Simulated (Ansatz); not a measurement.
# Cr: pressure against volume

One table from this session's results is given with a row withheld; the runs are named, their logs left out.

Computed with Ansatz 0.2.0 (DFT PBE, scalar-relativistic, unless a step's input says otherwise).

### The structure to begin with

Symmetry: Im-3m, No. 229, cubic system. Conventional cell: a = 2.969 Å, b = 2.969 Å, c = 2.969 Å, α = 90.00°, β = 90.00°, γ = 90.00°. Cr (site symmetry m-3m) has 8 Cr at 2.57 Å as nearest neighbours.

As a file:

```cif
data_structure
_symmetry_space_group_name_H-M 'Im-3m'
_symmetry_Int_Tables_number 229
_cell_length_a 2.9689
_cell_length_b 2.9689
_cell_length_c 2.9689
_cell_angle_alpha 90.000
_cell_angle_beta 90.000
_cell_angle_gamma 90.000
_cell_volume 26.17
loop_
_atom_site_label
_atom_site_type_symbol
_atom_site_symmetry_multiplicity
_atom_site_Wyckoff_symbol
_atom_site_fract_x
_atom_site_fract_y
_atom_site_fract_z
_atom_site_occupancy
Cr1 Cr 2 a 0.00000 0.00000 0.00000 1
```

The file gives the conventional cell by its symmetry; the runs use the cell typed in the input.

The cell is one relaxed in the Materials Project, used as it stands.

Atoms are numbered in the order of the input: Cr1, Cr2.

Set-up of the first run:

File input.yaml:

```yaml
crystal:
  lattice:
    - [2.9088081297, 0.0, 0.0]
    - [0.0, 2.9088081297, 0.0]
    - [0.0, 0.0, 2.9088081297]
  atoms:
    - { symbol: Cr, position: [0.0, 0.0, 0.0], spin: -3.0 }
    - { symbol: Cr, position: [0.5, 0.5, 0.5], spin: 3.0 }
magnetization:
  spin_polarized: true
kpoints:
  mp_grid: { grid: [11, 11, 11] }
scf:
  occupations: { method: fermi_dirac, width: 0.05 }
hamiltonian:
  xc: pbe
  pseudopotentials: { kind: all_electron, lapw: { basis_error: 0.00025 } }
output:
  forces: true
  stress: true
  eigenvalues: true
```

Steps of the session up to this table: Volume × 0.9405, LAPW; Volume × 0.9405, PAW; Volume × 0.9405, crystal datasets; Volume × 0.97, LAPW; Volume × 0.97, PAW; Volume × 1.03, LAPW; Volume × 1.03, PAW; Volume × 1.06, LAPW; Volume × 1.06, PAW; Volume × 1.06, crystal datasets.

One of the session's tables, all rows but one given; the rest of the session is left out.

It belongs to the step «Fits». 

```
          method  volume (Å³/atom)  pressure (GPa)  moment Cr1 (μB)  moment Cr2 (μB)
            LAPW            12.306           -7.30            -1.34             1.34
            LAPW            12.692          -10.93            -1.55             1.55
            LAPW            13.084          -13.72            -1.75             1.75
            LAPW            13.477          -15.78            -1.94             1.94
            LAPW            13.870               ?                ?                ?
             PAW            12.306           -7.28            -1.29             1.29
             PAW            12.692          -10.91            -1.49             1.49
             PAW            13.084          -13.68            -1.69             1.69
             PAW            13.477          -15.73            -1.87             1.87
             PAW            13.870          -17.23            -2.04             2.04
crystal datasets            12.306           -7.30            -1.30             1.30
crystal datasets            13.084          -13.72            -1.69             1.69
crystal datasets            13.870          -17.28            -2.04             2.04
```

Q: Estimate the row for LAPW, 13.870 from the others.

As computed: pressure (GPa): -17.27; moment Cr1 (μB): -2.12; moment Cr2 (μB): 2.12. In the column «pressure (GPa)» it lies between crystal datasets, 13.870 (-17.28) and PAW, 13.870 (-17.23).

To keep in mind: Warnings in the runs' records: crystal datasets made.
